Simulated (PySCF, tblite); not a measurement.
# C₂H₁₁BN₂Si: dynamics, then NMR shifts on frames, part 1 of 2

How do NMR shifts of C₂H₁₁BN₂Si (`CB(C)N[SiH2]N`) change as the atoms move?

Computed with tblite 0.8.0 and PySCF 2.14.0, with density-fitted response routines of our own, on a single molecule in the gas phase. Atoms are numbered from 0 throughout.

## (1) The molecule as given

17 atoms, charge 0, multiplicity 1; geometry from: GFN2-xTB.

Bonds of the start (Å): C0–B1 1.59, B1–C2 1.59, B1–N3 1.40, N3–Si4 1.74, Si4–N5 1.73, C0–H6 1.09, C0–H7 1.09, C0–H8 1.09, C2–H9 1.09, C2–H10 1.09, C2–H11 1.09, N3–H12 1.01, Si4–H13 1.46, Si4–H14 1.47, N5–H15 1.01, N5–H16 1.01.

## (2) A short Langevin run with GFN2-xTB

Job settings and geometry (Å):

```
{"job": {"kind": "md", "xc": "GFN2-xTB", "basis": "xTB", "temperature": 300, "steps": 2000, "every": 50, "frames": 5}, "charge": 0, "multiplicity": 1}
C     -1.712130     1.687067     0.456080
B     -0.945524     0.328157     0.142427
C     -1.771509    -1.004040    -0.095489
N      0.451834     0.327008     0.065421
Si     1.587110    -0.949815    -0.259219
N      3.110726    -0.150330    -0.113931
H     -2.632675     1.528355     1.013224
H     -1.107261     2.402121     1.011554
H     -1.995310     2.175188    -0.476636
H     -2.541778    -0.864722    -0.852277
H     -1.152889    -1.844450    -0.398220
H     -2.291444    -1.292975     0.817183
H      0.900716     1.209263     0.269997
H      1.585502    -1.979061     0.781161
H      1.297656    -1.524503    -1.583651
H      3.938920    -0.721291    -0.134088
H      3.271060     0.686058    -0.653447
```

Method: GFN2-xTB Langevin dynamics, gas phase.

On the command line:

```console
> OMP_NUM_THREADS=1 python probes_run.py task.json out
```

The driver reads the jobs from task.json and runs them one after another.

Standard output:

```text
t/fs     T/K      E/eV
    0.0   259.0   -510.61806
   25.0   197.9   -510.15468
   50.0   267.9   -510.06585
   75.0   288.4   -510.13985
  100.0   203.0   -510.04321
  125.0   228.3   -509.93231
  150.0   195.9   -509.98912
  175.0   293.1   -510.12607
  200.0   215.4   -510.03700
  225.0   246.2   -510.14407
  250.0   272.4   -510.04938
  275.0   268.5   -510.08026
  300.0   272.1   -510.13220
  325.0   306.3   -509.95371
  350.0   305.7   -510.05427
  375.0   227.8   -509.89434
  400.0   344.1   -510.08161
  425.0   363.2   -510.03215
  450.0   299.3   -509.90209
  475.0   270.0   -510.06323
  500.0   418.6   -510.24100
  525.0   312.9   -509.87121
  550.0   380.9   -509.95610
  575.0   318.1   -509.87387
  600.0   432.7   -509.93935
  625.0   310.3   -509.82464
  650.0   342.7   -510.02285
  675.0   284.4   -509.89767
  700.0   296.7   -510.10108
  725.0   292.7   -510.00309
  750.0   397.8   -509.94859
  775.0   234.5   -509.83468
  800.0   335.6   -510.03400
  825.0   362.0   -509.91467
  850.0   332.5   -509.89807
  875.0   293.7   -509.75990
  900.0   371.0   -509.78507
  925.0   451.0   -510.12287
  950.0   362.3   -509.94932
  975.0   330.3   -509.93009
 1000.0   337.1   -509.90715
```

Wall time 9.2 s (1 thread of Arm Neoverse V2, shared host); peak memory 0.18 GiB.

Distance from the start (root mean square after alignment): 0 fs 0.00 Å, 200 fs 0.68 Å, 400 fs 1.22 Å, 600 fs 1.23 Å, 800 fs 1.53 Å, 1000 fs 1.71 Å.

Positions (Å) and forces (eV/Å) at 1000 fs:

```xyz
17

C    -2.450    2.927    0.458   -0.809    0.246   -0.985
B    -1.963    1.489    0.888    2.602    0.582   -2.065
C    -2.358    0.665    2.104   -1.033    0.225    0.671
N    -0.844    1.032    0.086    0.051   -0.068    0.606
Si    0.403   -0.251    0.194   -0.407    0.154   -0.464
N     1.147   -0.323    1.757   -0.306   -0.346   -0.614
H    -2.550    3.145   -0.651   -0.453   -0.806    1.103
H    -3.334    3.186    1.012   -0.928    0.066   -0.301
H    -1.822    3.738    0.710    1.390    0.554    0.701
H    -1.962   -0.306    1.963    0.241   -1.031    0.306
H    -2.058    1.064    3.067    0.260    0.041    0.009
H    -3.437    0.625    2.155   -0.405   -0.306    0.145
H    -0.579    1.782   -0.544    0.075   -0.459   -0.189
H    -0.142   -1.652   -0.123    0.237    1.008    0.190
H     1.530    0.178   -0.715   -0.626   -0.200    0.114
H     2.139   -0.244    1.784    0.491   -0.060    0.073
H     0.753    0.243    2.465   -0.377    0.400    0.701
```

## (3) Nuclear shieldings: 250 fs, PBE0/pcSseg-1

Job settings and geometry (Å):

```
{"job": {"kind": "nmr", "xc": "PBE0", "basis": "pcSseg-1", "pop": false}, "charge": 0, "multiplicity": 1}
C     -2.046000     1.764600     0.208100
B     -1.342600     0.417500     0.100300
C     -2.092400    -0.906200     0.367800
N      0.029300     0.455300    -0.126200
Si     1.362400    -0.708500    -0.006700
N      2.836500     0.122300     0.149600
H     -2.952200     1.659800    -0.404300
H     -2.462100     1.835400     1.195400
H     -1.505100     2.703300    -0.072400
H     -3.070500    -0.961600    -0.158400
H     -1.543500    -1.803700     0.186900
H     -2.141200    -0.897800     1.451400
H      0.435400     1.422500    -0.241500
H      1.244200    -1.472000     1.221400
H      1.557100    -1.644700    -1.089800
H      3.714000    -0.342400     0.177000
H      2.949900     0.996700     0.659300
```

Method: GIAO PBE0/pcSseg-1 NMR shielding, non-relativistic, gas phase.

Standard output:

```text
coarse grid: 13832 points
cycle   1  E = -506.2075195883  dE =  4.921e-01  |g| = 6.815e-01  |ddm| = 3.499e+00
cycle   2  E = -506.1563604114  dE =  5.116e-02  |g| = 8.330e-01  |ddm| = 1.275e+00
cycle   3  E = -506.3171790024  dE = -1.608e-01  |g| = 6.849e-02  |ddm| = 7.584e-01
cycle   4  E = -506.3180138545  dE = -8.349e-04  |g| = 3.312e-02  |ddm| = 7.310e-02
cycle   5  E = -506.3182553097  dE = -2.415e-04  |g| = 6.520e-03  |ddm| = 2.449e-02
cycle   6  E = -506.3182634462  dE = -8.137e-06  |g| = 2.480e-03  |ddm| = 6.569e-03
final grid: 126632 points
cycle   7  E = -506.3440785434  dE = -2.366e-05  |g| = 9.440e-03  |ddm| = 2.140e-02
cycle   8  E = -506.3440665014  dE =  1.204e-05  |g| = 1.219e-02  |ddm| = 1.627e-02
cycle   9  E = -506.3440979744  dE = -3.147e-05  |g| = 6.508e-04  |ddm| = 9.030e-03
cycle  10  E = -506.3440980684  dE = -9.402e-08  |g| = 1.506e-04  |ddm| = 5.866e-04
cycle  11  E = -506.3440980735  dE = -5.030e-09  |g| = 4.231e-05  |ddm| = 1.410e-04
cycle  12  E = -506.3440980738  dE = -3.324e-10  |g| = 1.830e-05  |ddm| = 4.205e-05
converged SCF energy = -506.3440980738

GIAO shielding tensors (ppm)
atom      isotropic    diamagn.    paramagn.     s11        s22        s33       span
  0 C      173.729     252.037     -78.308    158.316    165.770    197.100     38.784
  1 B       52.949     191.544    -138.595     14.328     28.070    116.447    102.119
  2 C      182.617     255.510     -72.893    176.607    180.018    191.226     14.620
  3 N      151.091     324.456    -173.364     87.807    162.797    202.671    114.864
  4 Si     388.707     879.621    -490.915    362.580    379.820    423.720     61.140
  5 N      264.428     316.197     -51.770    216.619    258.426    318.238    101.620
  6 H       30.744      29.246       1.497     26.565     29.892     35.774      9.208
  7 H       31.314      30.283       1.031     27.875     29.875     36.191      8.316
  8 H       30.858      30.381       0.477     27.008     29.366     36.200      9.192
  9 H       30.513      29.581       0.932     26.069     28.997     36.473     10.404
 10 H       31.896      34.132      -2.237     27.335     30.993     37.358     10.023
 11 H       31.516      31.192       0.324     28.416     29.125     37.006      8.591
 12 H       27.453      33.338      -5.885     21.071     29.132     32.155     11.084
 13 H       26.241      31.469      -5.228     21.903     26.078     30.742      8.840
 14 H       26.650      30.314      -3.664     23.097     25.250     31.603      8.507
 15 H       32.369      29.609       2.760     24.369     27.484     45.254     20.885
 16 H       31.715      31.428       0.287     23.841     29.207     42.098     18.257
```

Run time: 14 s. Hardware: 1 thread of Arm Neoverse V2, shared host; peak memory 0.74 GiB.

The references, computed at this level on geometries of the same kind, shield at (ppm): 1H TMS 31.72, 13C TMS 186.9, 29Si TMS 349.2, 15N NH3 267.7, 11B BF3·OEt2 100.1. Their shielding less the atom's gives the shift. The references are single molecules in the gas phase, so shifts against H2O, NH3, PH3, H3PO4 or CFCl3 are not on the usual liquid scales and can be off by tens of ppm. Each atom is listed at this fixed geometry, with no averaging over motion; a spectrum would average atoms that exchange fast.

```
atoms                              environment  σ (ppm)  δ (ppm)
   C0                methyl carbon bonded to B    173.7     13.2
   C2                methyl carbon bonded to B    182.6      4.3
  H13      hydrogen on a silicon bonded to 2 N    26.24     5.48
  H14      hydrogen on a silicon bonded to 2 N    26.65     5.07
  H12   hydrogen on a nitrogen bonded to B, Si    27.45     4.26
   H9  hydrogen on a methyl carbon bonded to B    30.51     1.20
   H6  hydrogen on a methyl carbon bonded to B    30.74     0.97
   H8  hydrogen on a methyl carbon bonded to B    30.86     0.86
   H7  hydrogen on a methyl carbon bonded to B    31.31     0.40
  H11  hydrogen on a methyl carbon bonded to B    31.52     0.20
  H16      hydrogen on a nitrogen bonded to Si    31.72     0.00
  H10  hydrogen on a methyl carbon bonded to B    31.90    -0.18
  H15      hydrogen on a nitrogen bonded to Si    32.37    -0.65
   B1                   boron bonded to 2 C, N     52.9     47.1
   N3              nitrogen bonded to B, Si, H    151.1    116.6
   N5               nitrogen bonded to Si, 2 H    264.4      3.3
  Si4               silicon bonded to 2 N, 2 H    388.7    -39.5
```

## (4) NMR shieldings: 425 fs, PBE0/pcSseg-1

Job settings and geometry (Å):

```
{"job": {"kind": "nmr", "xc": "PBE0", "basis": "pcSseg-1", "pop": false}, "charge": 0, "multiplicity": 1}
C     -2.083200     2.077100    -0.296600
B     -1.392100     0.699800     0.292600
C     -2.169200    -0.538900     1.021000
N     -0.043200     0.618700     0.023700
Si     1.183900    -0.615500     0.437700
N      2.623900     0.241300     0.976200
H     -1.606200     2.598600    -1.118000
H     -3.108500     1.992500    -0.487700
H     -2.040300     2.846100     0.485500
H     -2.726600    -0.045300     1.732000
H     -2.832900    -1.111600     0.369400
H     -1.449000    -1.196600     1.525900
H      0.391300     1.470200    -0.339500
H      0.895900    -1.567100     1.502300
H      1.357700    -1.385500    -0.858900
H      2.693900     1.192100     0.678300
H      3.440600    -0.156900     1.337600
```

With the program's defaults for keys left out, this is: GIAO PBE0/pcSseg-1 NMR shielding, non-relativistic, gas phase.

Standard output:

```text
coarse grid: 13832 points
cycle   1  E = -506.2084622966  dE =  3.306e-01  |g| = 6.641e-01  |ddm| = 3.479e+00
cycle   2  E = -506.1613361011  dE =  4.713e-02  |g| = 8.120e-01  |ddm| = 1.202e+00
cycle   3  E = -506.3106816204  dE = -1.493e-01  |g| = 7.280e-02  |ddm| = 7.085e-01
cycle   4  E = -506.3117453776  dE = -1.064e-03  |g| = 2.865e-02  |ddm| = 7.911e-02
cycle   5  E = -506.3119331381  dE = -1.878e-04  |g| = 5.578e-03  |ddm| = 2.231e-02
cycle   6  E = -506.3119387402  dE = -5.602e-06  |g| = 2.685e-03  |ddm| = 6.158e-03
final grid: 126632 points
cycle   7  E = -506.3394641362  dE = -3.336e-05  |g| = 9.665e-03  |ddm| = 2.250e-02
cycle   8  E = -506.3394517725  dE =  1.236e-05  |g| = 1.240e-02  |ddm| = 1.723e-02
cycle   9  E = -506.3394849816  dE = -3.321e-05  |g| = 8.803e-04  |ddm| = 9.649e-03
cycle  10  E = -506.3394851568  dE = -1.751e-07  |g| = 1.699e-04  |ddm| = 8.746e-04
cycle  11  E = -506.3394851630  dE = -6.226e-09  |g| = 5.381e-05  |ddm| = 1.696e-04
cycle  12  E = -506.3394851635  dE = -4.910e-10  |g| = 2.251e-05  |ddm| = 4.930e-05
converged SCF energy = -506.3394851635

GIAO shielding tensors (ppm)
atom      isotropic    diamagn.    paramagn.     s11        s22        s33       span
  0 C      181.037     249.284     -68.247    165.179    177.195    200.736     35.557
  1 B       53.020     191.899    -138.879     20.306     28.294    110.462     90.156
  2 C      183.235     253.243     -70.008    170.955    184.032    194.718     23.762
  3 N      137.658     325.900    -188.242     47.921    166.836    198.217    150.296
  4 Si     385.081     879.568    -494.487    361.646    367.276    426.321     64.674
  5 N      260.514     320.023     -59.508    210.182    271.980    299.381     89.200
  6 H       31.776      31.585       0.190     27.796     30.077     37.455      9.658
  7 H       32.299      30.309       1.990     27.738     30.563     38.595     10.858
  8 H       31.427      29.288       2.139     28.369     28.799     37.113      8.743
  9 H       32.778      31.215       1.563     28.829     31.060     38.445      9.616
 10 H       31.057      30.303       0.754     27.252     28.300     37.618     10.365
 11 H       31.055      33.025      -1.970     26.080     30.652     36.433     10.353
 12 H       27.835      35.148      -7.313     21.725     29.817     31.962     10.237
 13 H       26.154      30.727      -4.573     22.640     25.444     30.378      7.739
 14 H       25.804      29.983      -4.179     22.213     24.419     30.778      8.565
 15 H       32.123      32.754      -0.631     24.042     29.836     42.489     18.447
 16 H       32.039      31.002       1.037     24.485     26.571     45.062     20.578
```

Run time: 14 s. Hardware: 1 thread of Arm Neoverse V2, shared host; peak memory 0.85 GiB.

Key values: δ C0 5.9, C2 3.7, B1 47.0, N3 130.1, H14 5.91, H13 5.56 ppm.

(Continued in part 2 of 2.)
